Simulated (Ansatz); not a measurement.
# Ga26SnAs27: the cost of one run

Program: Ansatz 0.2.0. Level of theory: DFT, PBE, plane-wave PAW, default files, scalar-relativistic. These are calculated values, not measurements.

## (1) The structure to begin with

The structure is cubic, space group F-43m (No. 216). Conventional cell: a = 16.961 Å, b = 16.961 Å, c = 16.961 Å, α = 90.00°, β = 90.00°, γ = 90.00°. Sn (site symmetry -43m) is surrounded by 4 As at 2.45 Å. Around Ga (site symmetry m) lie 4 As at 2.45 Å. Around Ga (site symmetry 3m) lie 4 As at 2.45 Å. Around Ga (site symmetry 2mm) lie 4 As at 2.45 Å. As (site symmetry 3m) is surrounded by 1 Sn at 2.45 Å and 3 Ga at 2.45 Å. Around As (site symmetry 2mm) lie 4 Ga at 2.45 Å. Around As (site symmetry m) lie 4 Ga at 2.45 Å. Only part of the 10 independent sites is listed.

As a file:

```cif
data_structure
_symmetry_space_group_name_H-M 'P 1'
_symmetry_Int_Tables_number 1
_cell_length_a 11.9933
_cell_length_b 11.9933
_cell_length_c 11.9933
_cell_angle_alpha 60.000
_cell_angle_beta 60.000
_cell_angle_gamma 60.000
_cell_volume 1219.84
loop_
_atom_site_label
_atom_site_type_symbol
_atom_site_fract_x
_atom_site_fract_y
_atom_site_fract_z
_atom_site_occupancy
Sn1 Sn 0.00000 0.00000 0.00000 1
Ga1 Ga 0.00000 0.00000 0.33333 1
Ga2 Ga 0.00000 0.00000 0.66667 1
Ga3 Ga 0.00000 0.33333 0.00000 1
Ga4 Ga 0.00000 0.33333 0.33333 1
Ga5 Ga 0.00000 0.33333 0.66667 1
Ga6 Ga 0.00000 0.66667 0.00000 1
Ga7 Ga 0.00000 0.66667 0.33333 1
Ga8 Ga 0.00000 0.66667 0.66667 1
Ga9 Ga 0.33333 0.00000 0.00000 1
Ga10 Ga 0.33333 0.00000 0.33333 1
Ga11 Ga 0.33333 0.00000 0.66667 1
Ga12 Ga 0.33333 0.33333 0.00000 1
Ga13 Ga 0.33333 0.33333 0.33333 1
Ga14 Ga 0.33333 0.33333 0.66667 1
Ga15 Ga 0.33333 0.66667 0.00000 1
Ga16 Ga 0.33333 0.66667 0.33333 1
Ga17 Ga 0.33333 0.66667 0.66667 1
Ga18 Ga 0.66667 0.00000 0.00000 1
Ga19 Ga 0.66667 0.00000 0.33333 1
Ga20 Ga 0.66667 0.00000 0.66667 1
Ga21 Ga 0.66667 0.33333 0.00000 1
Ga22 Ga 0.66667 0.33333 0.33333 1
Ga23 Ga 0.66667 0.33333 0.66667 1
Ga24 Ga 0.66667 0.66667 0.00000 1
Ga25 Ga 0.66667 0.66667 0.33333 1
Ga26 Ga 0.66667 0.66667 0.66667 1
As1 As 0.08333 0.08333 0.08333 1
As2 As 0.08333 0.08333 0.41667 1
As3 As 0.08333 0.08333 0.75000 1
As4 As 0.08333 0.41667 0.08333 1
As5 As 0.08333 0.41667 0.41667 1
As6 As 0.08333 0.41667 0.75000 1
As7 As 0.08333 0.75000 0.08333 1
As8 As 0.08333 0.75000 0.41667 1
As9 As 0.08333 0.75000 0.75000 1
As10 As 0.41667 0.08333 0.08333 1
As11 As 0.41667 0.08333 0.41667 1
As12 As 0.41667 0.08333 0.75000 1
As13 As 0.41667 0.41667 0.08333 1
As14 As 0.41667 0.41667 0.41667 1
As15 As 0.41667 0.41667 0.75000 1
As16 As 0.41667 0.75000 0.08333 1
As17 As 0.41667 0.75000 0.41667 1
As18 As 0.41667 0.75000 0.75000 1
As19 As 0.75000 0.08333 0.08333 1
As20 As 0.75000 0.08333 0.41667 1
As21 As 0.75000 0.08333 0.75000 1
As22 As 0.75000 0.41667 0.08333 1
As23 As 0.75000 0.41667 0.41667 1
As24 As 0.75000 0.41667 0.75000 1
As25 As 0.75000 0.75000 0.08333 1
As26 As 0.75000 0.75000 0.41667 1
As27 As 0.75000 0.75000 0.75000 1
```

Atom 1 of the input is the impurity.

## (2) Gradients at the starting positions

input.yaml

```yaml
crystal:
  lattice:
    - [0.0, 8.48055, 8.48055]
    - [8.48055, 0.0, 8.48055]
    - [8.48055, 8.48055, 0.0]
  atoms:
    - { symbol: Sn, position: [0.0, 0.0, 0.0] }
    - { symbol: Ga, position: [0.0, 0.0, 0.3333333333] }
    - { symbol: Ga, position: [0.0, 0.0, 0.6666666667] }
    - { symbol: Ga, position: [0.0, 0.3333333333, 0.0] }
    - { symbol: Ga, position: [0.0, 0.3333333333, 0.3333333333] }
    - { symbol: Ga, position: [0.0, 0.3333333333, 0.6666666667] }
    - { symbol: Ga, position: [0.0, 0.6666666667, 0.0] }
    - { symbol: Ga, position: [0.0, 0.6666666667, 0.3333333333] }
    - { symbol: Ga, position: [0.0, 0.6666666667, 0.6666666667] }
    - { symbol: Ga, position: [0.3333333333, 0.0, 0.0] }
    - { symbol: Ga, position: [0.3333333333, 0.0, 0.3333333333] }
    - { symbol: Ga, position: [0.3333333333, 0.0, 0.6666666667] }
    - { symbol: Ga, position: [0.3333333333, 0.3333333333, 0.0] }
    - { symbol: Ga, position: [0.3333333333, 0.3333333333, 0.3333333333] }
    - { symbol: Ga, position: [0.3333333333, 0.3333333333, 0.6666666667] }
    - { symbol: Ga, position: [0.3333333333, 0.6666666667, 0.0] }
    - { symbol: Ga, position: [0.3333333333, 0.6666666667, 0.3333333333] }
    - { symbol: Ga, position: [0.3333333333, 0.6666666667, 0.6666666667] }
    - { symbol: Ga, position: [0.6666666667, 0.0, 0.0] }
    - { symbol: Ga, position: [0.6666666667, 0.0, 0.3333333333] }
    - { symbol: Ga, position: [0.6666666667, 0.0, 0.6666666667] }
    - { symbol: Ga, position: [0.6666666667, 0.3333333333, 0.0] }
    - { symbol: Ga, position: [0.6666666667, 0.3333333333, 0.3333333333] }
    - { symbol: Ga, position: [0.6666666667, 0.3333333333, 0.6666666667] }
    - { symbol: Ga, position: [0.6666666667, 0.6666666667, 0.0] }
    - { symbol: Ga, position: [0.6666666667, 0.6666666667, 0.3333333333] }
    - { symbol: Ga, position: [0.6666666667, 0.6666666667, 0.6666666667] }
    - { symbol: As, position: [0.0833333333, 0.0833333333, 0.0833333333] }
    - { symbol: As, position: [0.0833333333, 0.0833333333, 0.4166666667] }
    - { symbol: As, position: [0.0833333333, 0.0833333333, 0.75] }
    - { symbol: As, position: [0.0833333333, 0.4166666667, 0.0833333333] }
    - { symbol: As, position: [0.0833333333, 0.4166666667, 0.4166666667] }
    - { symbol: As, position: [0.0833333333, 0.4166666667, 0.75] }
    - { symbol: As, position: [0.0833333333, 0.75, 0.0833333333] }
    - { symbol: As, position: [0.0833333333, 0.75, 0.4166666667] }
    - { symbol: As, position: [0.0833333333, 0.75, 0.75] }
    - { symbol: As, position: [0.4166666667, 0.0833333333, 0.0833333333] }
    - { symbol: As, position: [0.4166666667, 0.0833333333, 0.4166666667] }
    - { symbol: As, position: [0.4166666667, 0.0833333333, 0.75] }
    - { symbol: As, position: [0.4166666667, 0.4166666667, 0.0833333333] }
    - { symbol: As, position: [0.4166666667, 0.4166666667, 0.4166666667] }
    - { symbol: As, position: [0.4166666667, 0.4166666667, 0.75] }
    - { symbol: As, position: [0.4166666667, 0.75, 0.0833333333] }
    - { symbol: As, position: [0.4166666667, 0.75, 0.4166666667] }
    - { symbol: As, position: [0.4166666667, 0.75, 0.75] }
    - { symbol: As, position: [0.75, 0.0833333333, 0.0833333333] }
    - { symbol: As, position: [0.75, 0.0833333333, 0.4166666667] }
    - { symbol: As, position: [0.75, 0.0833333333, 0.75] }
    - { symbol: As, position: [0.75, 0.4166666667, 0.0833333333] }
    - { symbol: As, position: [0.75, 0.4166666667, 0.4166666667] }
    - { symbol: As, position: [0.75, 0.4166666667, 0.75] }
    - { symbol: As, position: [0.75, 0.75, 0.0833333333] }
    - { symbol: As, position: [0.75, 0.75, 0.4166666667] }
    - { symbol: As, position: [0.75, 0.75, 0.75] }
total_charge: -1
kpoints:
  mp_grid: { grid: [2, 2, 2] }
scf:
  occupations: { method: fermi_dirac, width: 0.01 }
hamiltonian:
  xc: pbe
  pseudopotentials: { kind: paw }
output:
  forces: true
  stress: true
  populations: true
  efg:
    quadrupole_moments_barn: { Sn: -0.132, Ga: 0.107, As: 0.311 }
    contact_densities: true
  write_density: true
  write_potential: true
  elf: true
  volumetric_format: npy
```

On the command line:

```console
$ ansatz run input.yaml --threads 4 --pin off --max-ram 8192MiB --backend cpu --events-out ev --progress --plain --runs-dir out
```

Q: Estimate wall time and peak memory on 4 threads of Intel Xeon Platinum 8375C at 2.90GHz (Ice Lake), shared host.

About 58 s, with a peak of 5.9 GiB.
